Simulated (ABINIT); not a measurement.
Crystal: VWC2.

```
W V C
1.0
     1.51704    0.87586    4.93389
    -1.51704    0.87586    4.93389
     0.00000   -1.75173    4.93389
W V C
1 1 2
Direct
  0.00000 0.00000 0.00000
  0.50000 0.50000 0.50000
  0.24649 0.24649 0.24649
  0.75351 0.75351 0.75351
```

The cell comes from a database or a generator and needn't be the stable form of this composition.

- Program: ABINIT 10.8.3 (patched build)
- Task: relaxation of cell and atoms
- Functional: LDA
- Potentials or basis: JTH PAW LDA v2.0
- Cutoff: 517 eV
- k mesh: 5 × 5 × 5
- Occupations: fermi-dirac, width 0.05 eV
- Spin: collinear spin, ferromagnetic start
- Starting moments: [0.0, 2.0, 0.0, 0.0] μB

At the start: pressure -16.7 GPa; volume 9.83 Å³/atom.

Where does the relaxation end?

Over 6 steps the energy falls by 26.2 meV/atom and the volume is 9.36 Å³/atom (-4.8 %); space group R-3m (No. 166, to 0.05 Å); moment 0.00 μB per cell.

The path:
```tsv
step	energy change (eV)	largest force (eV/Å)	pressure (GPa)	volume (Å³)
1	0.0000	0.1778	-16.67	39.33
2	-0.1030	0.1127	1.03	37.36
3	-0.1041	0.0733	-0.02	37.46
4	-0.1045	0.0359	-0.25	37.48
5	-0.1046	0.0191	-0.08	37.46
6	-0.1046	0.0112	0.00	37.45
```

Final structure:
```yaml
crystal:
  lattice:
    - [1.48776, 0.85896, 4.88424]
    - [-1.48776, 0.85896, 4.88424]
    - [0.00000, -1.71792, 4.88424]
  atoms:
    - { symbol: W, position: [0.00000, 0.00000, 0.00000] }
    - { symbol: V, position: [0.50000, 0.50000, 0.50000] }
    - { symbol: C, position: [0.24637, 0.24637, 0.24637] }
    - { symbol: C, position: [0.75363, 0.75363, 0.75363] }
```

Caveat: the k mesh is coarse (spacing up to 0.49 Å⁻¹), so the values aren't converged.
